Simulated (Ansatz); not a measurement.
# Sr4AgRu: the cost of one run

Method: DFT PBE, scalar-relativistic, plane waves, PAW, in Ansatz 0.2.0.

1 further run of the same task is left out (it didn't finish).

## Step 1: The structure to begin with

Symmetry: F-43m, No. 216, cubic system. The conventional cell has a = 8.293 Å, b = 8.293 Å, c = 8.293 Å, α = 90.00°, β = 90.00°, γ = 90.00°. Around Sr (site symmetry 3m) lie 6 Sr at 2.92 to 2.95 Å. Around Ag (site symmetry -43m) lie 12 Sr at 3.44 Å and 4 Ru at 3.59 Å. Ru (site symmetry -43m) is surrounded by 12 Sr at 3.44 Å and 4 Ag at 3.59 Å.

As a file:

```xyz
6
Lattice="0.0000 4.1466 4.1466 4.1466 0.0000 4.1466 4.1466 4.1466 0.0000" Properties=species:S:1:pos:R:3 pbc="T T T"
Sr    3.1053    5.1879    5.1879
Sr    3.1053    3.1053    3.1053
Sr    5.1879    3.1053    5.1879
Sr    5.1879    5.1879    3.1053
Ag    0.0000    0.0000    0.0000
Ru    6.2198    6.2198    6.2198
```

Recipe of the guess: species swapped into a database cell of ScCu4Sn (F-43m, No. 216), with Ag on the Sc sites, Sr on the Cu sites and Ru on the Sn sites. Its size is a rough estimate.

## Step 2: Probe: one point on a coarse mesh

input.yaml

```yaml
crystal:
  lattice:
    - [0.0, 4.14656092, 4.14656092]
    - [4.14656092, 0.0, 4.14656092]
    - [4.14656092, 4.14656092, 0.0]
  atoms:
    - { symbol: Sr, position: [0.87668604, 0.37443799, 0.37443799] }
    - { symbol: Sr, position: [0.37443799, 0.37443799, 0.37443799] }
    - { symbol: Sr, position: [0.37443799, 0.87668604, 0.37443799] }
    - { symbol: Sr, position: [0.37443799, 0.37443799, 0.87668604] }
    - { symbol: Ag, position: [0.0, 0.0, 0.0] }
    - { symbol: Ru, position: [0.75, 0.75, 0.75] }
basis:
  ecutwfc: 420
kpoints:
  mp_grid: { grid: [4, 4, 4] }
hamiltonian:
  xc: pbe
scf:
  occupations: { method: gaussian, width: 0.1 }
  lower_state_search: "off"
output:
  forces: true
  stress: true
  eigenvalues: true
```

Started as:

```console
> ansatz run input.yaml --threads 1 --pin off --max-ram 2560MiB --backend cpu --events-out ev --progress --plain --runs-dir out
```

Q: Estimate wall time and peak memory on 1 thread of Intel Xeon 6975P-C (Granite Rapids), shared host.

About 4.3 s, with a peak of 0.43 GiB.
